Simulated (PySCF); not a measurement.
# CrH₄S₄−: ligand-field states, part 1 of 2

What do calculations give for the ligand-field states of CrH₄S₄−?

Computed with PySCF 2.14.0 and routines of our own; the level stands in each step. Atoms count from 0.

### 1 The starting structure

9 atoms, charge -1, states of the metal's open shell are computed; geometry from: model geometry, bond lengths from ionic radii.

### 2 Ligand-field states: state-averaged CASSCF

Job settings and geometry (Å):

```
{"job": {"kind": "lf", "basis": {"metal": "x2c-TZVPall", "ligand": "x2c-SVPall"}, "nevpt": true}, "charge": -1, "metal": "Cr", "open_shell": "d3"}
Cr     0.000000     0.000000     0.000000
S      1.290378     1.290378     1.290378
H      0.501334     2.368096     1.434716
S     -1.290378    -1.290378     1.290378
H     -0.501334    -2.368096     1.434716
S     -1.290378     1.290378    -1.290378
H     -2.368096     0.501334    -1.434716
S      1.290378    -1.290378    -1.290378
H      2.368096    -0.501334    -1.434716
```

Method: state-averaged CASSCF of the metal d shell, SC-NEVPT2 on the averaged canonical orbitals, state-interaction spin-orbit coupling.

On the command line:

```bash
OMP_NUM_THREADS=1 python lf_run.py task.json out
```

The driver reads the jobs from task.json and runs them one after another.

The log of the run:

```text
basis functions 140, electrons 93, active (3e, 5o)
stage 1: DIIS on the effective Fock matrix, level shift 0.30
cycle   1  E = -2645.3642984505  dE = -2.645e+03  max|g| = 7.146e-01
cycle   2  E = -2643.5300194832  dE =  1.834e+00  max|g| = 1.274e+00
cycle   3  E = -2643.8482547350  dE = -3.182e-01  max|g| = 1.852e+00
cycle   4  E = -2645.4841444687  dE = -1.636e+00  max|g| = 3.439e-01
cycle   5  E = -2644.1039443029  dE =  1.380e+00  max|g| = 1.216e+00
cycle   6  E = -2638.1321068722  dE =  5.972e+00  max|g| = 2.834e+00
cycle   7  E = -2635.4552514304  dE =  2.677e+00  max|g| = 3.533e+00
cycle   8  E = -2635.7400747022  dE = -2.848e-01  max|g| = 3.388e+00
cycle   9  E = -2636.9621020994  dE = -1.222e+00  max|g| = 3.001e+00
cycle  10  E = -2637.7194835733  dE = -7.574e-01  max|g| = 2.775e+00
cycle  11  E = -2638.5361165999  dE = -8.166e-01  max|g| = 2.534e+00
...
cycle  33  E = -2645.8790457939  dE = -3.687e-07  max|g| = 2.958e-04
cycle  34  E = -2645.8790458061  dE = -1.216e-08  max|g| = 2.443e-04
cycle  35  E = -2645.8790458945  dE = -8.843e-08  max|g| = 1.462e-04
cycle  37  E = -2645.8790459219  dE = -2.739e-08  max|g| = 1.111e-04
cycle  39  E = -2645.8790459327  dE = -1.083e-08  max|g| = 3.822e-05
cycle  40  E = -2645.8790459330  dE = -2.537e-10  max|g| = 4.457e-05
cycle  41  E = -2645.8790459355  dE = -2.512e-09  max|g| = 3.180e-05
cycle  42  E = -2645.8790459356  dE = -1.255e-10  max|g| = 1.544e-05
cycle  43  E = -2645.8790459362  dE = -5.534e-10  max|g| = 1.166e-05
cycle  44  E = -2645.8790459361  dE =  9.413e-11  max|g| = 1.487e-05
cycle  45  E = -2645.8790459363  dE = -2.296e-10  max|g| = 3.917e-06
converged average energy = -2645.8790459363

 mult deg   label        CASSCF/cm-1   NEVPT2/cm-1
   4   2   4E                  0.0           0.0
   4   1   4A               2125.8        3237.2
   2   1   2A               9378.2        3758.3
   4   1   4B               3832.2        4689.7
   2   1   2B              12828.8        9845.4
   2   2   2E              14211.4       11063.9
   4   2   4E               9258.0       12182.8
   2   2   2E              15669.3       13860.6
   2   1   2A              16772.0       16282.7
   2   1   2B              18073.4       17383.6
   2   2   2E              19984.8       17760.8
   2   1   2A              18234.4       17850.5
   4   2   4E              19761.7       19024.2
   2   1   2A              21485.3       19911.1
   4   1   4A              20830.7       19965.6
   4   1   4B              15686.6       20332.5
   2   1   2A              22806.6       22193.6
   2   1   2B              24039.4       23073.1
   2   1   2B              24924.4       24401.1
   2   2   2E              24873.6       25054.0
   2   2   2E              26836.6       27796.1
   2   2   2E              28301.4       28586.5
   2   1   2B              29106.1       28663.3
   2   1   2A              28193.6       30270.5
   2   1   2A              30094.9       31806.4
   2   1   2B              36777.5       32154.3
   2   1   2B              31037.7       32442.6
   2   2   2E              31220.5       32669.7
   2   1   2A              31771.9       33209.6
   2   2   2E              38218.3       34770.7
   2   1   2B              37859.4       34868.6
   2   2   2E              38501.6       35918.9
   2   1   2A              38858.3       36449.5
   2   1   2B              55170.8       47531.2
   2   1   2A              57012.2       49750.7
   2   1   2B              57247.2       50174.9
   2   2   2E              58032.6       51201.4

spin-orbit levels / cm-1
      0.00  x2  4E 1.00
     79.58  x2  4E 1.00
    152.14  x2  4E 0.99
    230.65  x2  4E 1.00
   3286.22  x2  4A 0.87 2A 0.12
   3369.26  x2  4A 1.00
   3975.82  x2  2A 0.87 4A 0.13
   4817.37  x2  4B 1.00
   4831.89  x2  4B 1.00
   9973.16  x2  2B 0.99
  11097.81  x2  2E 0.97
  11219.10  x2  2E 0.96 4E 0.04
  12246.97  x2  4E 1.00
  12332.39  x2  4E 0.96 2E 0.04
  12365.96  x2  4E 0.97
  12378.55  x2  4E 0.99
  13961.59  x2  2E 1.00
  14031.13  x2  2E 1.00
  16409.17  x2  2A 0.99
  17503.57  x2  2B 0.95 2E 0.04
  17703.67  x2  2E 0.70 2A 0.27
  17895.43  x2  2E 0.92 2B 0.04
  18087.45  x2  2A 0.73 2E 0.26
  19004.63  x2  4E 0.94 2A 0.05
  19140.76  x2  4E 0.96
  19215.63  x2  4E 0.96 2E 0.03
  19237.01  x2  4E 1.00
  20106.40  x2  4A 0.57 2A 0.40
  20115.88  x2  4A 0.99
  20126.57  x2  2A 0.53 4A 0.41 4E 0.04
```

Run time: 12 s. Hardware: 1 thread of Arm Neoverse V2, shared host; peak memory 0.33 GiB.

From this job:

```csv
quantity,value
spin-orbit constant ζ,218 cm⁻¹
```

Powder susceptibility:

```csv
T (K),χT (cm³ K/mol),μ(eff)
2,0.609,2.21
5,0.643,2.27
10,0.701,2.37
20,0.814,2.55
30,0.917,2.71
50,1.080,2.94
75,1.232,3.14
100,1.345,3.28
150,1.497,3.46
200,1.592,3.57
250,1.656,3.64
300,1.704,3.69
```

Orbitals, density, ELF and potential are computed afterwards from the orbital file.

The spin density lies nearest to Cr0 91 %.

### 3 Ligand-field states: state-averaged CASSCF (bond length × 0.92)

Job settings and geometry (Å):

```
{"job": {"kind": "lf", "basis": {"metal": "x2c-TZVPall", "ligand": "x2c-SVPall"}, "nevpt": true, "reuse": true}, "charge": -1, "metal": "Cr", "open_shell": "d3"}
Cr     0.000000     0.000000     0.000000
S      1.187147     1.187147     1.187148
H      0.398104     2.264866     1.331486
S     -1.187147    -1.187147     1.187148
H     -0.398104    -2.264866     1.331486
S     -1.187147     1.187147    -1.187148
H     -2.264866     0.398104    -1.331486
S      1.187147    -1.187147    -1.187148
H      2.264866    -0.398104    -1.331486
```

With the program's defaults for keys left out, this is: state-averaged CASSCF of the metal d shell, SC-NEVPT2 on the averaged canonical orbitals, state-interaction spin-orbit coupling.

The log of the run:

```text
basis functions 140, electrons 93, active (3e, 5o)
start from the orbitals of the previous structure
stage 1: DIIS on the effective Fock matrix, level shift 0.30
cycle   1  E = -2641.6560516282  dE = -2.642e+03  max|g| = 6.195e+00
cycle   2  E = -2643.1594066649  dE = -1.503e+00  max|g| = 1.290e+00
cycle   3  E = -2642.2246941024  dE =  9.347e-01  max|g| = 2.242e+00
cycle   4  E = -2645.2427988910  dE = -3.018e+00  max|g| = 7.518e-01
cycle   5  E = -2645.7081799461  dE = -4.654e-01  max|g| = 1.598e-01
cycle   6  E = -2645.7370229631  dE = -2.884e-02  max|g| = 1.146e-01
cycle   7  E = -2645.7588493561  dE = -2.183e-02  max|g| = 2.860e-02
cycle   8  E = -2645.7610157535  dE = -2.166e-03  max|g| = 8.903e-03
cycle   9  E = -2645.7612052217  dE = -1.895e-04  max|g| = 5.702e-03
cycle  10  E = -2645.7612735472  dE = -6.833e-05  max|g| = 5.246e-03
...
cycle  32  E = -2645.7613429044  dE =  4.002e-11  max|g| = 4.496e-05
cycle  33  E = -2645.7613429050  dE = -5.289e-10  max|g| = 4.354e-05
cycle  34  E = -2645.7613429059  dE = -9.891e-10  max|g| = 1.773e-05
cycle  35  E = -2645.7613429059  dE =  4.320e-11  max|g| = 1.863e-05
cycle  36  E = -2645.7613429056  dE =  3.301e-10  max|g| = 2.645e-05
cycle  37  E = -2645.7613429053  dE =  2.783e-10  max|g| = 3.021e-05
cycle  38  E = -2645.7613429048  dE =  4.552e-10  max|g| = 3.812e-05
cycle  39  E = -2645.7613429040  dE =  8.085e-10  max|g| = 4.948e-05
cycle  40  E = -2645.7613429026  dE =  1.417e-09  max|g| = 6.567e-05
stage 2: quasi-Newton rotations from the point of smallest gradient
cycle  42  E = -2645.7613429064  dE = -4.129e-10  max|g| = 4.940e-06
converged average energy = -2645.7613429064

 mult deg   label        CASSCF/cm-1   NEVPT2/cm-1
   2   1   2A                  0.0           0.0
   4   2   4E              -5013.4        2512.0
   4   1   4A              -1596.2        7518.4
   4   1   4B                -57.7        8334.5
   2   2   2E               6320.6        9218.7
   2   1   2B               5745.3        9754.5
   2   2   2E               9098.1       14729.5
   4   2   4E               7704.8       18350.5
   2   2   2E              13541.2       18541.8
   2   1   2A              11491.2       18920.6
   2   1   2B              12819.1       19144.0
   2   1   2A              12520.8       19601.2
   2   1   2A              15956.6       21840.9
   2   1   2A              17748.3       24639.3
   2   1   2B              18619.5       25234.3
   4   1   4A              17623.3       25390.6
   4   2   4E              16714.6       25391.8
   2   1   2B              20403.1       26653.9
   2   2   2E              20892.9       28785.9
   4   1   4B              16990.5       30027.7
   2   2   2E              23818.3       31323.5
   2   1   2B              25525.3       32909.6
   2   2   2E              25032.2       34599.3
   2   1   2B              30709.8       35031.1
   2   1   2A              27627.4       36908.9
   2   1   2A              26292.9       37397.5
   2   2   2E              32777.3       37979.3
   2   1   2B              32117.2       38178.3
   2   1   2B              29938.0       38871.0
   2   2   2E              29692.1       39376.8
   2   1   2A              31160.7       40915.1
   2   2   2E              34305.9       40942.7
   2   1   2A              34682.9       41773.7
   2   1   2B              47779.3       48796.2
   2   1   2A              50173.9       51664.2
   2   1   2B              51327.5       53244.1
   2   2   2E              52542.2       55032.4

spin-orbit levels / cm-1
      0.00  x2  2A 0.99
   2435.42  x2  4E 1.00
   2497.80  x2  4E 1.00
   2558.41  x2  4E 1.00
   2621.74  x2  4E 1.00
   7539.19  x2  4A 1.00
   7545.24  x2  4A 1.00
   8335.19  x2  4B 0.98
   8357.70  x2  4B 0.99
   9201.90  x2  2E 0.98
   9289.91  x2  2E 0.98
   9790.91  x2  2B 0.98
  14741.01  x2  2E 1.00
  14768.20  x2  2E 1.00
  18318.33  x2  4E 0.97
  18364.32  x2  4E 0.99
  18366.85  x2  4E 0.96 2A 0.04
  18393.71  x2  4E 0.96
  18516.00  x2  2E 0.92 4E 0.03
  18550.50  x2  2E 0.97
  18981.69  x2  2A 0.92 4E 0.04
  19206.61  x2  2B 0.95
  19649.24  x2  2A 0.98
  21861.15  x2  2A 0.99
  24625.75  x2  2A 0.95 4E 0.05
  25254.59  x2  2B 0.96 4E 0.03
  25320.01  x2  4E 0.58 4A 0.42
  25370.16  x2  4A 0.59 4E 0.40
  25425.93  x2  4E 0.94 2A 0.04
  25455.05  x2  4E 0.87 4A 0.10
```

Run time: 9.5 s. Hardware: 1 thread of Arm Neoverse V2, shared host; peak memory 0.33 GiB.

Warnings kept with the result: strongly covalent, metal-shell active space is small for this complex.

From this job:

```csv
quantity,value
spin-orbit constant ζ,192 cm⁻¹
```

Powder susceptibility:

```csv
T (K),χT (cm³ K/mol),μ(eff)
2,0.353,1.68
20,0.356,1.69
100,0.368,1.72
300,0.400,1.79
```

### 4 Ligand-field states: state-averaged CASSCF (bond length × 0.96)

Job settings and geometry (Å):

```
{"job": {"kind": "lf", "basis": {"metal": "x2c-TZVPall", "ligand": "x2c-SVPall"}, "nevpt": true, "reuse": true}, "charge": -1, "metal": "Cr", "open_shell": "d3"}
Cr     0.000000     0.000000     0.000000
S      1.238763     1.238763     1.238763
H      0.449719     2.316481     1.383101
S     -1.238763    -1.238763     1.238763
H     -0.449719    -2.316481     1.383101
S     -1.238763     1.238763    -1.238763
H     -2.316481     0.449719    -1.383101
S      1.238763    -1.238763    -1.238763
H      2.316481    -0.449719    -1.383101
```

With the program's defaults for keys left out, this is: state-averaged CASSCF of the metal d shell, SC-NEVPT2 on the averaged canonical orbitals, state-interaction spin-orbit coupling.

The log of the run:

```text
basis functions 140, electrons 93, active (3e, 5o)
start from the orbitals of the previous structure
stage 1: DIIS on the effective Fock matrix, level shift 0.30
cycle   1  E = -2644.4754072469  dE = -2.644e+03  max|g| = 3.663e+00
cycle   2  E = -2645.7723974228  dE = -1.297e+00  max|g| = 3.306e-01
cycle   3  E = -2645.8209461548  dE = -4.855e-02  max|g| = 7.529e-02
cycle   4  E = -2645.8050293044  dE =  1.592e-02  max|g| = 1.528e-01
cycle   5  E = -2645.8087973568  dE = -3.768e-03  max|g| = 1.304e-01
cycle   6  E = -2645.8241848461  dE = -1.539e-02  max|g| = 9.101e-02
cycle   7  E = -2645.8201479312  dE =  4.037e-03  max|g| = 1.092e-01
cycle   8  E = -2645.8140454926  dE =  6.102e-03  max|g| = 1.283e-01
cycle   9  E = -2645.7815534990  dE =  3.249e-02  max|g| = 1.837e-01
cycle  10  E = -2645.6977380181  dE =  8.382e-02  max|g| = 2.645e-01
cycle  11  E = -2645.4533920447  dE =  2.443e-01  max|g| = 5.000e-01
cycle  12  E = -2644.7782229016  dE =  6.752e-01  max|g| = 1.061e+00
cycle  13  E = -2643.6628295904  dE =  1.115e+00  max|g| = 1.785e+00
cycle  14  E = -2642.4783600891  dE =  1.184e+00  max|g| = 2.236e+00
cycle  15  E = -2641.4052139066  dE =  1.073e+00  max|g| = 2.402e+00
stage 2: quasi-Newton rotations from the point of smallest gradient
cycle  17  E = -2645.8247463278  dE = -3.800e-03  max|g| = 1.138e-01
cycle  18  E = -2645.8346614550  dE = -9.915e-03  max|g| = 8.853e-03
cycle  19  E = -2645.8348001470  dE = -1.387e-04  max|g| = 2.072e-03
cycle  20  E = -2645.8348134078  dE = -1.326e-05  max|g| = 7.944e-04
cycle  21  E = -2645.8348151935  dE = -1.786e-06  max|g| = 2.635e-04
cycle  22  E = -2645.8348153503  dE = -1.568e-07  max|g| = 7.345e-05
cycle  23  E = -2645.8348153807  dE = -3.041e-08  max|g| = 1.887e-05
cycle  24  E = -2645.8348153825  dE = -1.789e-09  max|g| = 1.120e-05
cycle  25  E = -2645.8348153827  dE = -1.946e-10  max|g| = 2.306e-06
converged average energy = -2645.8348153827

 mult deg   label        CASSCF/cm-1   NEVPT2/cm-1
   4   2   4E                  0.0           0.0
   2   1   2A               7402.6        1019.5
   4   1   4A               2680.1        4008.0
   4   1   4B               4354.6        5203.6
   2   1   2B              11851.6        8692.3
   2   2   2E              12997.3        9210.8
   2   2   2E              15000.5       13143.8
   4   2   4E              10873.8       13946.3
   2   1   2A              16643.5       16331.9
   2   2   2E              19379.1       17030.2
   2   1   2B              18029.2       17158.1
   2   1   2A              17993.6       17556.9
   2   1   2A              21279.1       19682.5
   4   2   4E              20575.3       20557.7
   4   1   4A              21649.3       21242.2
   2   1   2A              22820.5       22198.4
   2   1   2B              23929.0       22983.1
   4   1   4B              18507.5       23561.3
   2   1   2B              25262.5       24656.2
   2   2   2E              25393.3       25671.7
   2   2   2E              27873.9       28691.4
   2   1   2B              29816.1       29439.2
   2   2   2E              29039.1       29843.1
   2   1   2B              36229.5       31999.8
   2   1   2A              29595.9       32346.9
   2   1   2A              31343.4       33147.1
   2   1   2B              32879.1       34508.4
   2   2   2E              32836.5       34651.7
   2   2   2E              38032.5       34952.5
   2   1   2B              37523.9       35000.7
   2   1   2A              33757.4       35579.6
   2   2   2E              38794.8       36961.1
   2   1   2A              39147.7       37517.8
   2   1   2B              54117.0       46874.8
   2   1   2A              56221.0       49409.9
   2   1   2B              56798.1       50334.6
   2   2   2E              57755.0       51638.7

spin-orbit levels / cm-1
      0.00  x2  4E 1.00
     72.51  x2  4E 1.00
    127.76  x2  4E 0.98
    193.67  x2  4E 0.98
   1144.56  x2  2A 0.96 4E 0.03
   4124.75  x2  4A 1.00
   4142.50  x2  4A 0.99
   5314.70  x2  4B 1.00
   5328.63  x2  4B 1.00
   8803.25  x2  2B 0.98
   9263.94  x2  2E 1.00
   9389.56  x2  2E 0.98
  13236.85  x2  2E 0.99
  13282.86  x2  2E 0.99
  14007.92  x2  4E 1.00
  14059.90  x2  4E 0.99
  14088.49  x2  4E 0.99
  14109.22  x2  4E 1.00
  16439.30  x2  2A 0.97
  17075.08  x2  2E 0.90 2A 0.07
  17111.10  x2  2E 0.80 2B 0.19
  17327.34  x2  2B 0.81 2E 0.19
  17722.22  x2  2A 0.93 2E 0.07
  19743.10  x2  2A 0.93 4E 0.07
  20622.02  x2  4E 0.96
  20682.42  x2  4E 0.94 2A 0.05
  20702.13  x2  4E 0.99
  20740.50  x2  4E 1.00
  21368.59  x2  4A 0.99
  21375.59  x2  4A 0.98
```

Wall time 7 s (1 thread of Arm Neoverse V2, shared host); peak memory 0.33 GiB.

From this job:

```csv
quantity,value
spin-orbit constant ζ,206 cm⁻¹
```

Powder susceptibility:

```csv
T (K),χT (cm³ K/mol),μ(eff)
2,0.663,2.30
20,0.893,2.67
100,1.438,3.39
300,1.731,3.72
```

### 5 Ligand-field states: state-averaged CASSCF (bond length × 1.04)

Job settings and geometry (Å):

```
{"job": {"kind": "lf", "basis": {"metal": "x2c-TZVPall", "ligand": "x2c-SVPall"}, "nevpt": true, "reuse": true}, "charge": -1, "metal": "Cr", "open_shell": "d3"}
Cr     0.000000     0.000000     0.000000
S      1.341993     1.341993     1.341993
H      0.552949     2.419711     1.486331
S     -1.341993    -1.341993     1.341993
H     -0.552949    -2.419711     1.486331
S     -1.341993     1.341993    -1.341993
H     -2.419711     0.552949    -1.486331
S      1.341993    -1.341993    -1.341993
H      2.419711    -0.552949    -1.486331
```

Level: state-averaged CASSCF of the metal d shell, SC-NEVPT2 on the averaged canonical orbitals, state-interaction spin-orbit coupling.

The log of the run:

```text
basis functions 140, electrons 93, active (3e, 5o)
start from the orbitals of the previous structure
stage 1: DIIS on the effective Fock matrix, level shift 0.30
cycle   1  E = -2643.1123855034  dE = -2.643e+03  max|g| = 4.802e+00
cycle   2  E = -2645.7532163688  dE = -2.641e+00  max|g| = 4.740e-01
cycle   3  E = -2645.8158296555  dE = -6.261e-02  max|g| = 2.925e-01
cycle   4  E = -2645.8442174847  dE = -2.839e-02  max|g| = 2.450e-01
cycle   5  E = -2645.8195508071  dE =  2.467e-02  max|g| = 1.688e-01
cycle   6  E = -2645.8824292569  dE = -6.288e-02  max|g| = 1.024e-01
cycle   7  E = -2645.8810341892  dE =  1.395e-03  max|g| = 9.841e-02
cycle   8  E = -2645.8623353783  dE =  1.870e-02  max|g| = 1.523e-01
cycle   9  E = -2645.7926627361  dE =  6.967e-02  max|g| = 2.483e-01
cycle  10  E = -2644.8969185783  dE =  8.957e-01  max|g| = 1.168e+00
cycle  11  E = -2641.6581104915  dE =  3.239e+00  max|g| = 2.292e+00
cycle  12  E = -2638.3274591098  dE =  3.331e+00  max|g| = 3.256e+00
cycle  13  E = -2636.0855962945  dE =  2.242e+00  max|g| = 3.531e+00
cycle  14  E = -2635.3080550038  dE =  7.775e-01  max|g| = 3.653e+00
cycle  15  E = -2634.8483092043  dE =  4.597e-01  max|g| = 3.731e+00
stage 2: quasi-Newton rotations from the point of smallest gradient
cycle  17  E = -2645.8903176981  dE = -9.284e-03  max|g| = 1.117e-01
cycle  18  E = -2645.9007778658  dE = -1.046e-02  max|g| = 1.395e-02
cycle  19  E = -2645.9012631268  dE = -4.853e-04  max|g| = 4.618e-03
cycle  20  E = -2645.9013284397  dE = -6.531e-05  max|g| = 1.068e-03
cycle  21  E = -2645.9013312416  dE = -2.802e-06  max|g| = 3.623e-04
cycle  22  E = -2645.9013316471  dE = -4.055e-07  max|g| = 8.131e-05
cycle  23  E = -2645.9013316760  dE = -2.890e-08  max|g| = 2.398e-05
cycle  24  E = -2645.9013316795  dE = -3.442e-09  max|g| = 6.178e-06
converged average energy = -2645.9013316795

 mult deg   label        CASSCF/cm-1   NEVPT2/cm-1
   4   2   4E                  0.0           0.0
   4   1   4A               1703.5        2643.5
   4   1   4B               3396.0        4267.9
   2   1   2A              10979.5        5899.3
   4   2   4E               7900.8       10647.5
   2   1   2B              13657.8       10774.5
   2   2   2E              15092.4       12433.2
   2   2   2E              16161.3       14412.3
   2   1   2A              16875.9       16254.6
   2   1   2B              18039.0       17439.9
   4   1   4B              13423.2       17732.5
   4   2   4E              19168.3       17956.3
   2   1   2A              18326.2       18010.4
   2   2   2E              20441.5       18293.1
   4   1   4A              20158.5       18962.1
   2   1   2A              21630.9       20070.1
   2   1   2A              22752.9       22135.0
   2   1   2B              24039.8       23082.4
   2   1   2B              24589.8       23991.6
   2   2   2E              24402.7       24481.3
   2   2   2E              25941.3       26738.0
   2   2   2E              27664.8       27786.1
   2   1   2B              28436.9       27905.5
   2   1   2A              27069.9       28634.9
   2   1   2A              28989.4       30551.0
   2   1   2B              29531.8       30639.2
   2   2   2E              29878.9       30975.4
   2   1   2A              30172.0       31238.6
   2   1   2B              37236.5       32521.8
   2   1   2B              38079.9       34799.2
   2   2   2E              38379.3       34848.1
   2   2   2E              38309.0       35074.3
   2   1   2A              38693.2       35776.6
   2   1   2B              55988.1       48127.3
   2   1   2A              57595.6       50061.4
   2   1   2B              57662.0       50164.9
   2   2   2E              58315.2       51023.2

spin-orbit levels / cm-1
      0.00  x2  4E 1.00
     84.41  x2  4E 1.00
    162.82  x2  4E 0.99
    250.18  x2  4E 1.00
   2777.29  x2  4A 0.99
   2788.04  x2  4A 1.00
   4407.92  x2  4B 1.00
   4423.75  x2  4B 1.00
   6053.01  x2  2A 0.99
  10711.13  x2  4E 0.99
  10736.51  x2  4E 0.96
  10785.04  x2  4E 0.98
  10864.98  x2  4E 1.00
  10918.40  x2  2B 0.97
  12538.34  x2  2E 0.98
  12662.84  x2  2E 0.98
  14509.17  x2  2E 1.00
  14604.14  x2  2E 0.99
  16394.09  x2  2A 0.99
  17502.88  x2  2B 0.80 4B 0.19
  17857.05  x2  4B 0.73 2E 0.12 4E 0.09
  17910.55  x2  4E 0.52 4B 0.24 2E 0.15
  17964.75  x2  4B 0.78 2B 0.18
  17966.05  x2  4E 0.98
  17995.34  x2  4E 0.77 2E 0.20
  18124.99  x2  2A 0.73 4E 0.24
  18196.69  x2  4E 0.98
  18546.23  x2  2E 0.68 4E 0.15 2A 0.14
  18573.03  x2  2E 0.67 4E 0.23 4A 0.08
  19134.92  x2  4A 0.97
```

Run time: 6.8 s. Hardware: 1 thread of Arm Neoverse V2, shared host; peak memory 0.33 GiB.

Key values:

```csv
quantity,value
spin-orbit constant ζ,226 cm⁻¹
```

Powder susceptibility:

```csv
T (K),χT (cm³ K/mol),μ(eff)
2,0.569,2.13
20,0.758,2.46
100,1.277,3.20
300,1.672,3.66
```

(Continued in part 2 of 2.)
